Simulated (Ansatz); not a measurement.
# ReS: energy against volume, part 2 of 2

The task, for ReS: follow energy and moments against volume.

Ansatz 0.2.0; DFT PBE, scalar-relativistic, plane waves, PAW.

**4. V/V0 = 1.2, start: large parallel starting moments**

input.yaml reads:

```yaml
crystal:
  lattice:
    - [3.1619670792, 0.0, 0.0]
    - [0.0, 3.1619670792, 0.0]
    - [0.0, 0.0, 3.1619670792]
  atoms:
    - { symbol: Re, position: [0.0, 0.0, 0.0], spin: 3.5 }
    - { symbol: S, position: [0.5, 0.5, 0.5] }
basis:
  ecutwfc: 420
kpoints:
  mp_grid: { grid: [14, 14, 14] }
hamiltonian:
  xc: pbe
scf:
  occupations: { method: gaussian, width: 0.1 }
  lower_state_search: "off"
output:
  forces: true
  stress: true
  eigenvalues: true
  populations: true
magnetization:
  spin_polarized: true
```

Run with:

```bash
> ansatz run input.yaml --threads 1 --pin off --max-ram 2560MiB --backend cpu --events-out ev --progress --plain --runs-dir out
```

What it wrote:

```text
Warning: RAYON_NUM_THREADS=1 ignored (pool sized by the plan → 1); use --threads N
Engine: ansatz 0.2.0, x86_64-unknown-linux-gnu
Pseudopotentials: kind: paw
Pseudopotential: Re, paw, valence charge 15, recommended cutoff 420 eV (normal), Re.paw.azcp
Pseudopotential: S, paw, valence charge 6, recommended cutoff 420 eV (normal), S.paw.azcp
Functional definition: PBE
  parameter kappa = 0.804
  parameter beta = 0.06672455060314922
  exchange = pbe_x(kappa = kappa, mu = beta*pi^2/3)
  correlation = pbe_c(beta = beta)
Crystal: 2 atoms, lattice volume = 31.613 Å³
Basis set: ecut = 420 eV, 619 PW (Γ), exchange–correlation on 48×48×48 points (8 copies of the dense FFT grid, shifted against one another)
Bands: 17, of which v1, the nominal top of the filled ones, is band 11 counted from 1 (10 counted from 0)
Symmetry: 48 space group operations
Space group: Pm-3m (ITA 221), of the structure as read, at distance tolerance 3.2e-5 Å
Magnetic group: BNS 221.92 (UNI 1594), of the structure as read, at distance tolerance 3.2e-5 Å
k-points: 120 of 2744
Non-local potential: Re, projectors of the file, l = 0: 3, l = 1: 2, l = 2: 2, l = 3: 1
Non-local potential: S, projectors of the file, l = 0: 2, l = 1: 2, l = 2: 2
PAW form: soft (Blöchl's): semilocal exchange-correlation on the pseudo side does not see the compensation charge
PAW one-centre angular grid: Re, 590 points (default); XC on 64 Gauss nodes
PAW one-centre angular grid: S, 110 points (default); XC on 64 Gauss nodes
Initial density: superposition of atomic densities (chi_scale 0.1, normalization cell)
Starting moments: Σ|m| = 3.5 μB on 1 of 2 sites
Initial wavefunctions: pseudopotential atomic-orbital guess
Functional: x = pbe(κ = 0.804, μ = 0.2195149727645171), c = pbe(β = 0.06672455060314922)
iter 1 solved again at ethr=7.80e-4 eV; its pass at ethr=3.10e-3 eV (dr2=1.64e-1 eV) is discarded
SCF iter   1: F=—  HF=-11767.866969 eV  |F-HF|=—  |Δ(HF+E_count)|=         —  Δρ=5.65e-2 (↑5.65e-2 ↓4.67e-2)  dr2=1.68e-1  dr2_m=7.29e-1  M=1.564 μB ∫|m|=1.675 μB  β_m=0.30  ethr=7.80e-4  ⟨swp⟩=1.0  Hψ=27717  notcnv=0
Mixer restart at iter 1: flushing history
preconditioner: auto → none  [metal: Δε(μ)=0.009 eV  Ē_g=10.589 eV  σ=0.100 eV  W_gap=0.05  n_scr=6 (ndim 8)  ℏωp=23.8 eV  f_vac=0.000  D(μ)=2.37/eV (n_scr^D=26)  sad-step TF]
spin-set hold released at iteration 1 (the charge has settled, or the pull on large starting moments outlasts its swing): the magnetisation degrees of freedom join the quasi-Newton model from the next iteration; the mixer history was flushed
SCF iter   2: F=—  HF=-11768.113363 eV  |F-HF|=—  |Δ(HF+E_count)|=   2.46e-1  Δρ=4.74e-2 (↑4.74e-2 ↓4.04e-2)  dr2=9.30e-2  dr2_m=5.33e-1  M=1.274 μB ∫|m|=1.408 μB  β_m=0.45  ethr=7.80e-4  ⟨swp⟩=1.3  Hψ=4163  notcnv=0
SCF iter   3: F=—  HF=-11768.641436 eV  |F-HF|=—  |Δ(HF+E_count)|=   5.28e-1  Δρ=1.89e-2 (↑1.89e-2 ↓6.70e-3)  dr2=1.81e-1  dr2_m=3.73e-2  M=0.639 μB ∫|m|=0.715 μB  β_m=0.46  ethr=4.43e-4  ⟨swp⟩=2.7  Hψ=8318  notcnv=0  defer=81
SCF iter   4: F=—  HF=-11768.642366 eV  |F-HF|=—  |Δ(HF+E_count)|=   9.30e-4  Δρ=7.32e-3 (↑6.85e-3 ↓7.32e-3)  dr2=8.13e-3  dr2_m=1.25e-2  M=0.245 μB ∫|m|=0.315 μB  β_m=0.71  ethr=4.43e-4  ⟨swp⟩=2.5  Hψ=8353  notcnv=0  defer=341
SCF iter   5: F=—  HF=-11768.655738 eV  |F-HF|=—  |Δ(HF+E_count)|=   1.34e-2  Δρ=4.00e-3 (↑3.30e-3 ↓4.00e-3)  dr2=7.61e-4  dr2_m=3.71e-3  M=0.289 μB ∫|m|=0.328 μB  β_m=0.86  ethr=3.87e-5  ⟨swp⟩=2.0  Hψ=6770  notcnv=0  defer=306
SCF iter   6: F=—  HF=-11768.662896 eV  |F-HF|=—  |Δ(HF+E_count)|=   7.16e-3  Δρ=2.25e-3 (↑1.89e-3 ↓2.25e-3)  dr2=4.06e-4  dr2_m=1.15e-3  M=0.193 μB ∫|m|=0.209 μB  β_m=0.81  ethr=3.63e-6  ⟨swp⟩=2.0  Hψ=6313  notcnv=0  defer=306
SCF iter   7: F=—  HF=-11768.665168 eV  |F-HF|=—  |Δ(HF+E_count)|=   2.27e-3  Δρ=1.13e-3 (↑1.13e-3 ↓9.73e-4)  dr2=4.87e-5  dr2_m=3.10e-4  M=0.112 μB ∫|m|=0.117 μB  β_m=0.90  ethr=1.93e-6  ⟨swp⟩=2.0  Hψ=6159  notcnv=0  defer=306
SCF iter   8: F=—  HF=-11768.666093 eV  |F-HF|=—  |Δ(HF+E_count)|=   9.25e-4  Δρ=1.45e-4 (↑1.35e-4 ↓1.45e-4)  dr2=3.65e-6  dr2_m=5.05e-6  M=0.007 μB ∫|m|=0.007 μB  β_m=0.95  ethr=2.32e-7  ⟨swp⟩=3.2  Hψ=7234  notcnv=0  defer=306
SCF iter   9: F=—  HF=-11768.666098 eV  |F-HF|=—  |Δ(HF+E_count)|=   4.47e-6  Δρ=4.10e-5 (↑4.10e-5 ↓3.46e-5)  dr2=3.74e-8  dr2_m=4.10e-7  M=-0.004 μB ∫|m|=0.004 μB  β_m=0.98  ethr=4.76e-10  ⟨swp⟩=7.4  Hψ=22296  notcnv=0
iter 10 did not close the SCF: its close was put off for a magnetic moment that had not settled (scf_convergence_deferred on its scf_iter line)
SCF iter  10: F=-11768.666099 eV  HF=-11768.666099 eV  |F-HF|=1.39e-8  |Δ(HF+E_count)|=   1.17e-6  Δρ=9.39e-6 (↑8.55e-6 ↓9.39e-6)  dr2=2.02e-9  dr2_m=2.28e-8  M=-0.001 μB ∫|m|=0.001 μB  β_m=0.99  ethr=1.78e-10  ⟨swp⟩=5.0  Hψ=16657  notcnv=0
iter 11 did not close the SCF: its close was put off for a magnetic moment that had not settled (scf_convergence_deferred on its scf_iter line)
SCF iter  11: F=-11768.666099 eV  HF=-11768.666099 eV  |F-HF|=1.67e-10  |Δ(HF+E_count)|=   7.21e-8  Δρ=9.72e-7 (↑9.72e-7 ↓9.15e-7)  dr2=1.50e-11  dr2_m=2.54e-10  M=-0.000 μB ∫|m|=0.000 μB  β_m=0.99  ethr=9.63e-12  ⟨swp⟩=1.3  Hψ=12607  notcnv=0
SCF iter  12: F=-11768.666099 eV  HF=-11768.666099 eV  |F-HF|=7.28e-12  |Δ(HF+E_count)|=  8.48e-10  Δρ=9.74e-8 (↑5.53e-8 ↓9.74e-8)  dr2=3.68e-12  dr2_m=1.35e-12  M=-0.000 μB ∫|m|=0.000 μB  ethr=1.00e-12  ⟨swp⟩=1.0  Hψ=11359  notcnv=0
WARN: the starting moments were not kept: the SCF closed with an absolute magnetisation of 7.5e-6 μB, where they sum to 3.5 μB in size (1 site). That is at most 0.1 of that sum. Measured as dr2_m measures the in/out step, that magnetisation stands 1.6e-11 eV from none, at or under the dr2_threshold of 1.0e-7 eV: it is no larger than a step whose dr2_m would equal this threshold. The system may hold no moment; this SCF shows only that its start led to no more than that. To try another start: raise the starting moments (crystal.atoms[].spin, magnetization.per_species, magnetization.initial_magnetization, or on a non-collinear deck that types none of these the spinor_matrix: blocks that start its atoms; where the total moment is fixed, keep their sum and leave initial_magnetization as it is; typed ones take the place of any that the run laid by itself, positive ones on a crystal's lanthanoids without a Hubbard term where scf.initial_density.shell_occupations: [] is typed) or, if the notice of its spin-set hold's release reads "site moments contracting" or "site moments show no strong build", lengthen the hold (scf.mixing.spin_hold: { on: { confirm: 4 } }; for m-r²SCAN on two components see the key's manual first). Each may lead to a state that holds a moment. A second SCF, from the converged charge density, with the starting moments and any scf.initial_density.shell_occupations laid on it anew, would have followed, and was not run: the deck does not ask for one (magnetization.retry_lost_moments is false, the default). To let it run, set magnetization.retry_lost_moments: true and run the deck again, where that key's refused combinations let it; where memory then withholds it, that run's warning says so.
SCF 1 converged in 12 iterations: F = -11768.666099 eV  dr2 = 3.68e-12
SCF converged after 12 iterations
Magnetization: -0.0000 μB (10.5000 up, 10.5000 down)
Absolute magnetization: 0.0000 μB (∫|ρ↑−ρ↓|, with the PAW one-centre terms)
Spin contamination: 0.0000 ħ² per cell (⟨S²⟩ above its minimum at these occupations)
Per-site moments (μB) at R_I (Å): [(-6.159259881489673e-6, 1.129566824313379), (1.7515731131190752e-8, 1.129566824313379)]
Free energy (F): -11768.666099 eV
Harris-Foulkes:  -11768.666099 eV  (|F-HF|=7.28e-12)
Internal energy: -11768.653840 eV  (E = F + TS)
E sigma→0 (E₀):  -11768.659969 eV
Entropy (-TS):   -0.012259 eV (-6.130 meV/atom)
Fermi energy:    16.547804 eV
--- Per-component energies (eV) ---
  E_band       = -136.181520
  E_kinetic    = 638.935727
  E_local      = -1112.514560  (includes V_loc(G=0)·N_el)
  E_nonlocal   = 80.426880
  E_hartree    = 395.563501
  E_xc         = -496.690901
  E_vxc        = -386.182066  (∫ρ·V_xc dr)
  E_paw        = -9259.488925  (= ΣΔE_a)
  E_vpaw       = -147.974493  (= ΣTr[D̂ρ^β])
  E_aug_tail   = -0.000073  (compensation charges beyond the density's cutoff)
  E_ewald      = -2014.885489
  E_smearing   = -0.012259  (= −TS)
  E_closure    = 0.000000  (closes the sum)
  Σ components = -11768.666099   (vs F -11768.666099, Δ=0.00e0)
--- Forces (eV/Å), atoms counted from 1 ---
  atom   1  Re    -0.00000000     0.00000000     0.00000000
  atom   2  S      0.00000000    -0.00000000    -0.00000000
  max |Σ_I F_I| component: 5.98e-30 eV/Å
--- Stress (GPa, compression-positive) ---
      -28.978800       0.000000       0.000000
       -0.000000     -28.978800       0.000000
        0.000000       0.000000     -28.978800
  P = ⅓ Tr σ = -28.9788 GPa (-289.788 kbar)
--- Band table (eV; the first three rows and the last of 240) ---
  k-point 0 ↑: bands = ["-63.8262", "-25.6230", "-25.6230", "-25.6230", "0.3593", "12.6507", "12.6507", "13.9638", "13.9638", "13.9638", "16.6715", "16.6715", "16.6715", "17.1130", "25.3817", "25.3817", "31.8273"]
  k-point 1 ↑: bands = ["-63.8260", "-25.6311", "-25.6223", "-25.6223", "0.4215", "12.3225", "12.6866", "13.8448", "13.8448", "13.9589", "16.6891", "16.8236", "16.8236", "17.5429", "25.1457", "25.5322", "30.6254"]
  k-point 2 ↑: bands = ["-63.8252", "-25.6537", "-25.6204", "-25.6204", "0.6031", "11.4305", "12.7901", "13.5575", "13.5575", "14.2346", "16.7389", "17.2134", "17.2134", "18.4291", "24.5416", "25.9555", "29.1027"]
  k-point 119 ↓: bands = ["-63.8097", "-25.7460", "-25.7460", "-25.7460", "3.9148", "9.0918", "9.0918", "9.0918", "18.3667", "18.3667", "18.7903", "18.7903", "18.7903", "20.1203", "20.1203", "20.1203", "23.3826"]
--- Löwdin populations: 2 sites ---
  site symbol       q [e]    m [muB]
     0     Re     14.6847    -0.0000
     1      S      6.0591     0.0000
  spilling = 0.012198 (of n_electrons = 21.000000)
```

Run time: 33 s. Hardware: 1 thread of Intel Xeon at 2.50GHz (Skylake/Cascade Lake), shared host; peak memory 0.4 GiB.

Read-out: -5884.3300 eV/atom at zero smearing, pressure -28.98 GPa and no gap on the mesh. The moments have vanished. The log warns that the starting moments were lost.

**5. V/V0 = 1.3, start: large parallel starting moments**

Changes to input.yaml since step 4:

```diff
@@ -2,5 +2,5 @@
   lattice:
-    - [3.1619670792, 0.0, 0.0]
-    - [0.0, 3.1619670792, 0.0]
-    - [0.0, 0.0, 3.1619670792]
+    - [3.2474667469, 0.0, 0.0]
+    - [0.0, 3.2474667469, 0.0]
+    - [0.0, 0.0, 3.2474667469]
   atoms:
```

Run with:

```bash
> ansatz run input.yaml --threads 1 --pin off --max-ram 2560MiB --backend cpu --events-out ev --progress --plain --runs-dir out
```

What it wrote:

```text
Warning: RAYON_NUM_THREADS=1 ignored (pool sized by the plan → 1); use --threads N
[... 9 set-up lines as earlier in the session ...]
Crystal: 2 atoms, lattice volume = 34.248 Å³
Basis set: ecut = 420 eV, 691 PW (Γ), exchange–correlation on 48×48×48 points (8 copies of the dense FFT grid, shifted against one another)
Bands: 17, of which v1, the nominal top of the filled ones, is band 11 counted from 1 (10 counted from 0)
[... 2 set-up lines as earlier in the session ...]
Magnetic group: BNS 221.92 (UNI 1594), of the structure as read, at distance tolerance 3.2e-5 Å
k-points: 120 of 2744
[... 6 set-up lines as earlier in the session ...]
Starting moments: Σ|m| = 3.5 μB on 1 of 2 sites
[... 2 set-up lines as earlier in the session ...]
iter 1 solved again at ethr=8.33e-4 eV; its pass at ethr=3.10e-3 eV (dr2=1.75e-1 eV) is discarded
SCF iter   1: F=—  HF=-11767.491346 eV  |F-HF|=—  |Δ(HF+E_count)|=         —  Δρ=4.54e-2 (↑4.54e-2 ↓3.69e-2)  dr2=1.78e-1  dr2_m=4.87e-1  M=1.898 μB ∫|m|=1.998 μB  β_m=0.30  ethr=8.33e-4  ⟨swp⟩=1.0  Hψ=27440  notcnv=0
Mixer restart at iter 1: flushing history
preconditioner: auto → none  [metal: Δε(μ)=0.016 eV  Ē_g=10.005 eV  σ=0.100 eV  W_gap=0.09  n_scr=6 (ndim 8)  ℏωp=22.9 eV  f_vac=0.000  D(μ)=2.88/eV (n_scr^D=32)  sad-step TF]
spin-set hold released at iteration 1 (the charge has settled, or the pull on large starting moments outlasts its swing): the magnetisation degrees of freedom join the quasi-Newton model from the next iteration; the mixer history was flushed
SCF iter   2: F=—  HF=-11767.655848 eV  |F-HF|=—  |Δ(HF+E_count)|=   1.65e-1  Δρ=3.91e-2 (↑3.91e-2 ↓3.25e-2)  dr2=9.44e-2  dr2_m=3.79e-1  M=1.622 μB ∫|m|=1.740 μB  β_m=0.43  ethr=8.33e-4  ⟨swp⟩=1.4  Hψ=4193  notcnv=0
SCF iter   3: F=—  HF=-11768.087534 eV  |F-HF|=—  |Δ(HF+E_count)|=   4.32e-1  Δρ=1.97e-2 (↑1.97e-2 ↓9.02e-3)  dr2=1.60e-1  dr2_m=5.58e-2  M=0.929 μB ∫|m|=1.030 μB  β_m=0.48  ethr=4.50e-4  ⟨swp⟩=2.7  Hψ=7827  notcnv=0  defer=72
SCF iter   4: F=—  HF=-11768.118036 eV  |F-HF|=—  |Δ(HF+E_count)|=   3.05e-2  Δρ=7.63e-3 (↑6.15e-3 ↓7.63e-3)  dr2=2.80e-2  dr2_m=1.05e-2  M=0.453 μB ∫|m|=0.543 μB  β_m=0.54  ethr=4.50e-4  ⟨swp⟩=2.1  Hψ=8383  notcnv=0  defer=333
SCF iter   5: F=—  HF=-11768.123642 eV  |F-HF|=—  |Δ(HF+E_count)|=   5.61e-3  Δρ=4.15e-3 (↑3.35e-3 ↓4.15e-3)  dr2=4.92e-4  dr2_m=4.32e-3  M=0.524 μB ∫|m|=0.593 μB  β_m=0.76  ethr=1.33e-4  ⟨swp⟩=2.5  Hψ=6058  notcnv=0  defer=303
SCF iter   6: F=—  HF=-11768.133587 eV  |F-HF|=—  |Δ(HF+E_count)|=   9.95e-3  Δρ=2.73e-3 (↑2.28e-3 ↓2.73e-3)  dr2=3.32e-4  dr2_m=1.90e-3  M=0.392 μB ∫|m|=0.436 μB  β_m=0.80  ethr=2.34e-6  ⟨swp⟩=2.0  Hψ=6317  notcnv=0  defer=303
SCF iter   7: F=—  HF=-11768.139388 eV  |F-HF|=—  |Δ(HF+E_count)|=   5.80e-3  Δρ=1.49e-3 (↑1.49e-3 ↓1.41e-3)  dr2=7.87e-5  dr2_m=6.50e-4  M=0.227 μB ∫|m|=0.249 μB  β_m=0.55  ethr=1.58e-6  ⟨swp⟩=2.1  Hψ=6383  notcnv=0  defer=303
SCF iter   8: F=—  HF=-11768.142083 eV  |F-HF|=—  |Δ(HF+E_count)|=   2.69e-3  Δρ=6.02e-4 (↑6.02e-4 ↓3.26e-4)  dr2=4.12e-5  dr2_m=5.63e-5  M=0.024 μB ∫|m|=0.026 μB  β_m=0.95  ethr=3.75e-7  ⟨swp⟩=3.4  Hψ=8923  notcnv=0  defer=307
SCF iter   9: F=—  HF=-11768.141924 eV  |F-HF|=—  |Δ(HF+E_count)|=   1.59e-4  Δρ=4.78e-4 (↑4.72e-4 ↓4.78e-4)  dr2=2.07e-6  dr2_m=7.00e-5  M=-0.072 μB ∫|m|=0.079 μB  β_m=0.91  ethr=1.96e-7  ⟨swp⟩=3.1  Hψ=7749  notcnv=0  defer=306
SCF iter  10: F=—  HF=-11768.142165 eV  |F-HF|=—  |Δ(HF+E_count)|=   2.41e-4  Δρ=1.60e-4 (↑1.60e-4 ↓1.54e-4)  dr2=1.58e-6  dr2_m=6.93e-6  M=-0.023 μB ∫|m|=0.026 μB  β_m=0.94  ethr=9.86e-9  ⟨swp⟩=3.7  Hψ=8835  notcnv=0  defer=306
SCF iter  11: F=—  HF=-11768.142193 eV  |F-HF|=—  |Δ(HF+E_count)|=   2.72e-5  Δρ=4.02e-5 (↑4.02e-5 ↓2.62e-5)  dr2=4.39e-7  dr2_m=3.11e-7  M=-0.005 μB ∫|m|=0.005 μB  β_m=0.88  ethr=7.54e-9  ⟨swp⟩=3.0  Hψ=6983  notcnv=0  defer=309
SCF iter  12: F=—  HF=-11768.142194 eV  |F-HF|=—  |Δ(HF+E_count)|=   1.19e-6  Δρ=7.95e-6 (↑7.58e-6 ↓7.95e-6)  dr2=1.58e-7  dr2_m=9.76e-10  M=0.000 μB ∫|m|=0.000 μB  β_m=0.70  ethr=2.09e-9  ⟨swp⟩=2.0  Hψ=6372  notcnv=0  defer=310
iter 13 did not close the SCF: its close was put off for a magnetic moment that had not settled (scf_convergence_deferred on its scf_iter line)
SCF iter  13: F=-11768.142194 eV  HF=-11768.142194 eV  |F-HF|=4.01e-9  |Δ(HF+E_count)|=   2.73e-8  Δρ=1.59e-6 (↑1.20e-6 ↓1.59e-6)  dr2=4.69e-9  dr2_m=9.28e-11  M=0.000 μB ∫|m|=0.000 μB  β_m=0.85  ethr=4.76e-10  ⟨swp⟩=7.3  Hψ=14785  notcnv=0
SCF iter  14: F=-11768.142194 eV  HF=-11768.142194 eV  |F-HF|=5.64e-11  |Δ(HF+E_count)|=  7.57e-10  Δρ=2.24e-7 (↑2.24e-7 ↓1.94e-7)  dr2=6.88e-11  dr2_m=5.95e-12  M=0.000 μB ∫|m|=0.000 μB  ethr=2.23e-11  ⟨swp⟩=1.7  Hψ=9697  notcnv=0
WARN: the starting moments were not kept: the SCF closed with an absolute magnetisation of 1.8e-5 μB, where they sum to 3.5 μB in size (1 site). That is at most 0.1 of that sum. Measured as dr2_m measures the in/out step, that magnetisation stands 8.9e-11 eV from none, at or under the dr2_threshold of 1.0e-7 eV: it is no larger than a step whose dr2_m would equal this threshold. The system may hold no moment; this SCF shows only that its start led to no more than that. To try another start: raise the starting moments (crystal.atoms[].spin, magnetization.per_species, magnetization.initial_magnetization, or on a non-collinear deck that types none of these the spinor_matrix: blocks that start its atoms; where the total moment is fixed, keep their sum and leave initial_magnetization as it is; typed ones take the place of any that the run laid by itself, positive ones on a crystal's lanthanoids without a Hubbard term where scf.initial_density.shell_occupations: [] is typed) or, if the notice of its spin-set hold's release reads "site moments contracting" or "site moments show no strong build", lengthen the hold (scf.mixing.spin_hold: { on: { confirm: 4 } }; for m-r²SCAN on two components see the key's manual first). Each may lead to a state that holds a moment. A second SCF, from the converged charge density, with the starting moments and any scf.initial_density.shell_occupations laid on it anew, would have followed, and was not run: the deck does not ask for one (magnetization.retry_lost_moments is false, the default). To let it run, set magnetization.retry_lost_moments: true and run the deck again, where that key's refused combinations let it; where memory then withholds it, that run's warning says so.
SCF 1 converged in 14 iterations: F = -11768.142194 eV  dr2 = 6.88e-11
SCF converged after 14 iterations
Magnetization: 0.0000 μB (10.5000 up, 10.5000 down)
Absolute magnetization: 0.0000 μB (∫|ρ↑−ρ↓|, with the PAW one-centre terms)
Spin contamination: 0.0000 ħ² per cell (⟨S²⟩ above its minimum at these occupations)
Per-site moments (μB) at R_I (Å): [(1.4534086097694099e-5, 1.1601103390637517), (-6.917184626630502e-7, 1.1601103390637517)]
Free energy (F): -11768.142194 eV
Harris-Foulkes:  -11768.142194 eV  (|F-HF|=5.64e-11)
Internal energy: -11768.130048 eV  (E = F + TS)
E sigma→0 (E₀):  -11768.136121 eV
Entropy (-TS):   -0.012146 eV (-6.073 meV/atom)
Fermi energy:    14.849539 eV
--- Per-component energies (eV) ---
  E_band       = -166.394202
  E_kinetic    = 634.532380
  E_local      = -1184.917849  (includes V_loc(G=0)·N_el)
  E_nonlocal   = 81.115841
  E_hartree    = 417.165132
  E_xc         = -494.720825
  E_vxc        = -383.552231  (∫ρ·V_xc dr)
  E_paw        = -9259.467293  (= ΣΔE_a)
  E_vpaw       = -147.902785  (= ΣTr[D̂ρ^β])
  E_aug_tail   = -0.000074  (compensation charges beyond the density's cutoff)
  E_ewald      = -1961.837359
  E_smearing   = -0.012146  (= −TS)
  E_closure    = -0.000000  (closes the sum)
  Σ components = -11768.142194   (vs F -11768.142194, Δ=0.00e0)
--- Forces (eV/Å), atoms counted from 1 ---
  atom   1  Re     0.00000000    -0.00000000    -0.00000000
  atom   2  S      0.00000000    -0.00000000    -0.00000000
  max |Σ_I F_I| component: 5.46e-30 eV/Å
--- Stress (GPa, compression-positive) ---
      -34.142356       0.000000       0.000000
       -0.000000     -34.142356       0.000000
        0.000000       0.000000     -34.142356
  P = ⅓ Tr σ = -34.1424 GPa (-341.424 kbar)
--- Band table (eV; the first three rows and the last of 240) ---
  k-point 0 ↑: bands = ["-65.4630", "-27.2556", "-27.2556", "-27.2556", "-0.6378", "11.4713", "11.4713", "12.4479", "12.4479", "12.4479", "14.8926", "15.0117", "15.0117", "15.0117", "23.6005", "23.6005", "29.7708"]
  k-point 1 ↑: bands = ["-65.4628", "-27.2614", "-27.2551", "-27.2551", "-0.5836", "11.0937", "11.5027", "12.3475", "12.3475", "12.4621", "15.0264", "15.1429", "15.1429", "15.3446", "23.4014", "23.7348", "28.4364"]
  k-point 2 ↑: bands = ["-65.4623", "-27.2776", "-27.2537", "-27.2537", "-0.4259", "10.1703", "11.5930", "12.1022", "12.1022", "12.7519", "15.0681", "15.4827", "15.4827", "16.2295", "22.8847", "24.0942", "26.9947"]
  k-point 119 ↓: bands = ["-65.4521", "-27.3455", "-27.3455", "-27.3455", "2.3893", "8.0957", "8.0957", "8.0957", "16.4713", "16.4713", "17.2182", "17.2182", "17.2182", "17.9999", "17.9999", "17.9999", "20.9500"]
--- Löwdin populations: 2 sites ---
  site symbol       q [e]    m [muB]
     0     Re     14.6514     0.0000
     1      S      6.1173    -0.0000
  spilling = 0.011016 (of n_electrons = 21.000000)
```

It took 33 s on 1 thread of Intel Xeon at 2.50GHz (Skylake/Cascade Lake), shared host; peak memory 0.41 GiB.

This run gives -5884.0681 eV/atom at zero smearing, pressure -34.14 GPa and no gap on the mesh. The moments have vanished. The log warns that the starting moments were lost.

**6. What the volume changes**

The cell is scaled evenly at fixed fractional positions; V0 is the volume of the base cell. Start: large parallel starting moments.

```
V/V0  energy above the lowest (meV/atom)  pressure (GPa)
1.06                                0.00           -12.7
1.12                                86.6           -21.5
1.20                                 255           -29.0
1.30                                 517           -34.1
```

**7. Outcome**

This closing draws on all 2 parts.

| quantity | value |
| --- | --- |
| lowest point, start “large parallel starting moments” | V/V0 = 1.06 |

What this shows: For the start “large parallel starting moments” the lowest point lies at V/V0 = 1.06, the smallest volume tried; all points are expanded cells, and the minimum lies below them. From this start no run keeps a moment; that shows where this start leads, and other orders were not tried at these volumes. The runs treat Re without spin-orbit coupling.
